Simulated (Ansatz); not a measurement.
Working through a supercell folding check of TaCo, space group Pm-3m

Program: Ansatz's Python interface.

Run as a notebook:

```python
import ansatz

lattice = ansatz.Lattice.of(
    (3.068399, 0.0, 0.0),
    (0.0, 3.068399, 0.0),
    (0.0, 0.0, 3.068399),
)
sites = [
    ("Ta", (0.0, 0.0, 0.0)),
    ("Co", (0.5, 0.5, 0.5)),
]
system = ansatz.Crystal(lattice=lattice)
for symbol, position in sites:
    system = system.atom(symbol, position)
system = system.moments(Co=3.2)
```

```python
len(system.resolved().sites)
```

    2

```python
# the mesh shrinks as the cell grows, so that all cells sample the same points
mesh = (6, 6, 6)
rows = []
for repeats in [(1, 1, 1), (1, 2, 1), (2, 2, 1)]:
    model = (
        system.supercell(*repeats).calculation()
        .spin("collinear")  # two spin channels
        .functional("r2scan")
        .pseudopotentials("paw")
        .occupations("fermi_dirac", width=0.15)
        .kpoints(*(k // n for k, n in zip(mesh, repeats)))  # the mesh must be finer for metals
    )
    r = model.run().report
    n = len(r["lattice"]["sites"])
    rows.append((repeats, n, r["free_energy_ev"] / n, r["fermi_energy_ev"], r["n_kpoints"], r["n_symmetry_ops"]))
for row in rows:
    print("; ".join(f"{name} = {round(v, 4) if isinstance(v, float) else v}" for name, v in zip(["repeats", "atoms", "F/atom eV", "Fermi level eV", "k-points", "symmetry operations"], row)))
```

    DeckWarning: basis.ecutwfc = 500 eV, auto-derived from the records' recommended cutoffs: set by Ta (their level for a meta-GGA)
    DeckWarning: where an SCF of this run starts from atoms to list the orders of its open shells, Co (site 1, from 0) starts with 3.00 μB on its 3d shell, in the place of the 3.20 μB that the deck gives [...]
    DeckWarning: where an SCF of this run starts from atoms to list the orders of its open shells, Co (sites 1, 3, from 0) starts with 3.00 μB on its 3d shell, in the place of the 3.20 μB that the deck [...]
    DeckWarning: where an SCF of this run starts from atoms to list the orders of its open shells, Co (sites 1, 3, 5, 7, from 0) starts with 3.00 μB on its 3d shell, in the place of the 3.20 μB that the [...]
    repeats = (1, 1, 1); atoms = 2; F/atom eV = -7538.1663; Fermi level eV = 19.1441; k-points = 20; symmetry operations = 48
    repeats = (1, 2, 1); atoms = 4; F/atom eV = -7538.1663; Fermi level eV = 19.1441; k-points = 20; symmetry operations = 32
    repeats = (2, 2, 1); atoms = 8; F/atom eV = -7538.1663; Fermi level eV = 19.1441; k-points = 12; symmetry operations = 64

Notes:
- Absolute energies stand on the zero of these potentials, so only differences at equal settings mean something.
- Other magnetic orders than the one started from may lie lower.
- The mesh is modest for a metal, so energies can be off by several to tens of meV an atom and pressures by half a GPa or more; differences at equal mesh fare better.
- A Fermi-Dirac width this large means warm electrons, whose thermal share enters the free energy.
- Spin-orbit coupling, which matters for elements this heavy, is left out.
- r2SCAN tends to overestimate the moments of itinerant magnets.
- This cell is a computed structure, which may not be the phase found in nature.
- Warnings are shown shortened and without file and line.
- The count of operations in a supercell holds its pure translations too, and an uneven repeat can lower the point group.
- Finished in 49 s on 1 thread of Intel(R) Xeon(R) 6975P-C (Granite Rapids), with other jobs on the host, peak memory 0.84 GiB.

(Lines on the test bed's own set-up are left out of the output.)
